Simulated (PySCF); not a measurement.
**CrH (sextet): EPR parameters at several levels of theory**

How much do the EPR parameters of CrH (sextet) (`[CrH]`) depend on the level of theory, and what does each level cost?

Programs: PySCF 2.14.0, with density-fitted response routines of our own. Each step states its level of theory. These are calculated values for one molecule in the gas phase, unless marked as measured. Atoms are numbered from 0 throughout.

### 1 The molecule as given

2 atoms, charge 0, multiplicity 6; geometry from: GFN2-xTB.

Bonds of the start (Å): Cr0–H1 1.53.

### 2 Optimising the geometry at PBE0-D3(BJ)/def2-TZVP

Job settings and geometry (Å):

```
{"job": {"xc": "PBE0", "basis": "def2-TZVP", "d3": "d3bj", "grid": 2, "kind": "geom"}, "charge": 0, "multiplicity": 6}
Cr     0.000000     0.000000     0.000000
H      0.000000     0.000000     1.533940
```

Output:

```text
step   0  E = -1044.80005612  max force = 0.031272
step   1  E = -1044.80345317  max force = 0.004271
step   2  E = -1044.80353674  max force = 0.000992
step   3  E = -1044.80354172  max force = 0.000035
optimisation converged
```

Run time: 5.1 s. Hardware: 2 threads of Intel Xeon Platinum 8375C at 2.90GHz (Ice Lake), shared host.

Along the way:

```
step  energy from step 0 (eV)  largest force component (eV/Å)
   0                   0.0000                          1.6081
   1                  -0.0924                          0.2196
   2                  -0.0947                          0.0510
   3                  -0.0948                          0.0018
```

The bond:

```
  bond  before (Å)  after (Å)  change (Å)
Cr0–H1       1.534      1.663      +0.129
```

The end geometry stands in the next job.

```
                         at the end point         value
  point group (found at 0.08 Å tolerance)           C∞v
rotational constants (GHz, main isotopes)  184.8, 184.8
                        dipole moment (D)          3.30
                                     ⟨S²⟩         8.811
```

### 3 g tensor and hyperfine couplings: B3LYP/def2-TZVP-core+pcH-1

Job settings and geometry (Å):

```
{"job": {"kind": "epr", "xc": "B3LYP"}, "charge": 0, "multiplicity": 6}
Cr     0.000000    -0.000000    -0.064571
H     -0.000000     0.000000     1.598511
```

Method: UKS B3LYP, def2-TZVP-core on Cr, pcH-1 on H, non-relativistic, mean-field spin-orbit, GIAO.

Output:

```text
UKS, coarse grid
  cycle   1  E = -1044.75673147  |g| = 1.07e+00
  cycle   2  E = -1040.84333477  |g| = 2.92e+00
  cycle   3  E = -1044.98822631  |g| = 3.64e-01
  cycle   4  E = -1045.04685632  |g| = 5.89e-02
  cycle   5  E = -1045.04773659  |g| = 5.28e-02
  cycle   6  E = -1045.04854273  |g| = 2.46e-02
  cycle   7  E = -1045.04882643  |g| = 4.19e-03
  cycle   8  E = -1045.04884440  |g| = 1.37e-03
  cycle   9  E = -1045.04884811  |g| = 2.72e-04
UKS, final grid
  cycle   1  E = -1045.04885691  |g| = 3.06e-04
  cycle   2  E = -1045.04885683  |g| = 6.94e-04
  cycle   3  E = -1045.04885696  |g| = 3.41e-05
  cycle   4  E = -1045.04885697  |g| = 2.28e-05
internal stability: stable
E = -1045.04885697 Eh   <S^2> = 8.7904 (exact 8.7500)
g shifts (ppm)      1          2          3
  rmc          -493       -493       -493
  gc             31         31         37
  oz_so       -3526      -3525         -0
  total       -3988      -3988       -456
hyperfine (MHz)  atom isotope    a_iso     a_fc   dipolar eigenvalues
    0  53Cr     -50.81     -51.31     -1.58     -1.58      3.16
    1    1H     -48.40     -48.46    -14.23    -14.23     28.45
zero-field splitting (cm-1)  D = 0.3977  E = 0.0000  (spin-spin 0.1644, spin-orbit 0.2332)
```

Wall time 13 s (2 threads of Intel Xeon Platinum 8375C at 2.90GHz (Ice Lake), shared host).

Principal g values 1.99833, 1.99833, 2.00186; g(iso) = 1.99951, against 2.00232 for a free electron.

Hyperfine couplings, nucleus by nucleus at this fixed geometry (no averaging over rotations):

```
nuclei  isotope  a(iso) (MHz)  a(iso) (G, at g = 2.0023)  largest dipolar term (MHz)
   Cr0     53Cr         -50.8                      -18.1                         3.2
    H1       1H         -48.4                      -17.3                        28.5
```

Zero-field splitting: D = 0.398 cm⁻¹ (spin-spin 0.164, spin-orbit 0.233), E = 0.000 cm⁻¹.

Mulliken spin populations:

```
atom  value (e)
 Cr0       5.21
  H1      -0.21
```

### 4 EPR parameters: PBE0/def2-TZVP-core+pcH-1

Job settings and geometry (Å):

```
{"job": {"kind": "epr", "xc": "PBE0"}, "charge": 0, "multiplicity": 6}
Cr     0.000000    -0.000000    -0.064571
H     -0.000000     0.000000     1.598511
```

Level: UKS PBE0, def2-TZVP-core on Cr, pcH-1 on H, non-relativistic, mean-field spin-orbit, GIAO.

Output:

```text
UKS, coarse grid
  cycle   1  E = -1044.55848846  |g| = 1.01e+00
  cycle   2  E = -1041.95544530  |g| = 2.66e+00
  cycle   3  E = -1044.78211785  |g| = 2.37e-01
  cycle   4  E = -1044.80932818  |g| = 6.46e-02
  cycle   5  E = -1044.81085541  |g| = 3.27e-02
  cycle   6  E = -1044.81127514  |g| = 1.42e-02
  cycle   7  E = -1044.81143875  |g| = 4.27e-03
  cycle   8  E = -1044.81145338  |g| = 8.14e-04
  cycle   9  E = -1044.81145536  |g| = 3.07e-04
UKS, final grid
  cycle   1  E = -1044.81146870  |g| = 5.67e-04
  cycle   2  E = -1044.81146844  |g| = 1.18e-03
  cycle   3  E = -1044.81146880  |g| = 2.66e-05
  cycle   4  E = -1044.81146880  |g| = 1.10e-05
internal stability: stable
E = -1044.81146880 Eh   <S^2> = 8.8111 (exact 8.7500)
g shifts (ppm)      1          2          3
  rmc          -489       -489       -489
  gc             31         31         36
  oz_so       -3090      -3090         -0
  total       -3549      -3549       -454
hyperfine (MHz)  atom isotope    a_iso     a_fc   dipolar eigenvalues
    0  53Cr     -44.45     -44.88     -1.45     -1.45      2.90
    1    1H     -57.72     -57.78    -14.44    -14.44     28.87
zero-field splitting (cm-1)  D = 0.3727  E = 0.0000  (spin-spin 0.1651, spin-orbit 0.2076)
```

Run time: 13 s. Hardware: 2 threads of Intel Xeon Platinum 8375C at 2.90GHz (Ice Lake), shared host.

Key values: g(iso) 1.99980.

### 5 g tensor and hyperfine couplings: PBE/def2-TZVP-core+pcH-1

Job settings and geometry (Å):

```
{"job": {"kind": "epr", "xc": "PBE"}, "charge": 0, "multiplicity": 6}
Cr     0.000000    -0.000000    -0.064571
H     -0.000000     0.000000     1.598511
```

Level: UKS PBE, def2-TZVP-core on Cr, pcH-1 on H, non-relativistic, mean-field spin-orbit, GIAO.

Output:

```text
UKS, coarse grid
  cycle   1  E = -1044.30274910  |g| = 1.35e+00
  cycle   2  E = -1038.45448482  |g| = 3.18e+00
  cycle   3  E = -1044.58357183  |g| = 7.21e-01
  cycle   4  E = -1044.78321186  |g| = 9.54e-02
  cycle   5  E = -1044.77835969  |g| = 1.33e-01
  cycle   6  E = -1044.79114601  |g| = 5.35e-02
  cycle   7  E = -1044.79216792  |g| = 1.51e-02
  cycle   8  E = -1044.79226942  |g| = 4.32e-03
  cycle   9  E = -1044.79227780  |g| = 1.27e-03
  cycle  10  E = -1044.79227704  |g| = 4.02e-04
UKS, final grid
  cycle   1  E = -1044.79229420  |g| = 1.42e-03
  cycle   2  E = -1044.79228685  |g| = 5.04e-03
  cycle   3  E = -1044.79229486  |g| = 8.63e-05
  cycle   4  E = -1044.79229487  |g| = 2.91e-05
internal stability: stable
E = -1044.79229487 Eh   <S^2> = 8.7973 (exact 8.7500)
g shifts (ppm)      1          2          3
  rmc          -482       -482       -482
  gc             30         30         36
  oz_so       -2931      -2931          0
  total       -3383      -3383       -446
hyperfine (MHz)  atom isotope    a_iso     a_fc   dipolar eigenvalues
    0  53Cr     -53.41     -53.89     -1.73     -1.73      3.46
    1    1H     -52.04     -52.10    -13.90    -13.90     27.80
zero-field splitting (cm-1)  D = 0.3757  E = 0.0000  (spin-spin 0.1707, spin-orbit 0.2050)
```

It took 6.8 s on 2 threads of Intel Xeon Platinum 8375C at 2.90GHz (Ice Lake), shared host.

Key values: g(iso) 1.99992.

### 6 EPR parameters: CAM-B3LYP/def2-TZVP-core+pcH-1

Job settings and geometry (Å):

```
{"job": {"kind": "epr", "xc": "CAM-B3LYP"}, "charge": 0, "multiplicity": 6}
Cr     0.000000    -0.000000    -0.064571
H     -0.000000     0.000000     1.598511
```

With the program's defaults for keys left out, this is: UKS CAM-B3LYP, def2-TZVP-core on Cr, pcH-1 on H, non-relativistic, mean-field spin-orbit, GIAO.

Output:

```text
UKS, coarse grid
  cycle   1  E = -1044.89262304  |g| = 9.21e-01
  cycle   2  E = -1044.30582690  |g| = 1.65e+00
  cycle   3  E = -1045.05887164  |g| = 1.50e-01
  cycle   4  E = -1045.06672237  |g| = 1.58e-02
  cycle   5  E = -1045.06737637  |g| = 1.05e-02
  cycle   6  E = -1045.06755953  |g| = 4.10e-03
  cycle   7  E = -1045.06762951  |g| = 1.72e-03
  cycle   8  E = -1045.06763932  |g| = 1.03e-03
  cycle   9  E = -1045.06764465  |g| = 6.46e-04
UKS, final grid
  cycle   1  E = -1045.06765548  |g| = 7.93e-04
  cycle   2  E = -1045.06765548  |g| = 1.40e-03
  cycle   3  E = -1045.06765593  |g| = 1.86e-04
  cycle   4  E = -1045.06765613  |g| = 6.40e-05
  cycle   5  E = -1045.06765616  |g| = 2.82e-05
  cycle   6  E = -1045.06765616  |g| = 1.25e-05
internal stability: stable
E = -1045.06765616 Eh   <S^2> = 8.7840 (exact 8.7500)
g shifts (ppm)      1          2          3
  rmc          -495       -495       -495
  gc             31         31         37
  oz_so       -3704      -3704         -0
  total       -4168      -4168       -459
hyperfine (MHz)  atom isotope    a_iso     a_fc   dipolar eigenvalues
    0  53Cr     -47.67     -48.16     -1.43     -1.43      2.86
    1    1H     -43.60     -43.66    -14.31    -14.31     28.61
zero-field splitting (cm-1)  D = 0.3869  E = 0.0000  (spin-spin 0.1592, spin-orbit 0.2277)
```

Wall time 14 s (2 threads of Intel Xeon Platinum 8375C at 2.90GHz (Ice Lake), shared host).

Key values: g(iso) 1.99939.

### 7 Comparing the runs: EPR parameters

g, ⟨S²⟩ and isotropic hyperfine couplings (MHz), with basis size and wall time:

```
                           run   g(iso)   ⟨S²⟩  53Cr Cr0  1H H1  functions   time
    B3LYP/def2-TZVP-core+pcH-1  1.99951  8.790     -50.8  -48.4         90   13 s
     PBE0/def2-TZVP-core+pcH-1  1.99980  8.811     -44.5  -57.7         90   13 s
      PBE/def2-TZVP-core+pcH-1  1.99992  8.797     -53.4  -52.0         90  6.8 s
CAM-B3LYP/def2-TZVP-core+pcH-1  1.99939  8.784     -47.7  -43.6         90   14 s
```

### 8 Outcome

| quantity | value |
| --- | --- |
| point group | C∞v |
| rotational constants (main isotopes) | 184.82, 184.82 GHz |
| D, E (B3LYP) | 0.398, 0.000 cm⁻¹ |
| g(iso) (B3LYP) | 1.99951 |
| ⟨S²⟩ | 8.790 (exact 8.75) |
| largest a(iso) | 53Cr on Cr0, -50.8 MHz |

In words: Single values in the summary come from the first run of each kind that ended normally (B3LYP/def2-TZVP-core+pcH-1), which need not be the best level. Relaxing lowered the energy by 0.095 eV in 3 steps; the close pair that moved most is Cr0–H1, from 1.534 to 1.663 Å. Most of the unpaired spin sits on Cr0 (5.21 e). The isotropic g lies 2.8 ppt below the free-electron value. DFT tends to give too small g shifts for metal centres. The coupling of 53Cr on Cr0 runs from -53.4 (PBE/def2-TZVP-core+pcH-1) to -44.5 MHz (PBE0/def2-TZVP-core+pcH-1).
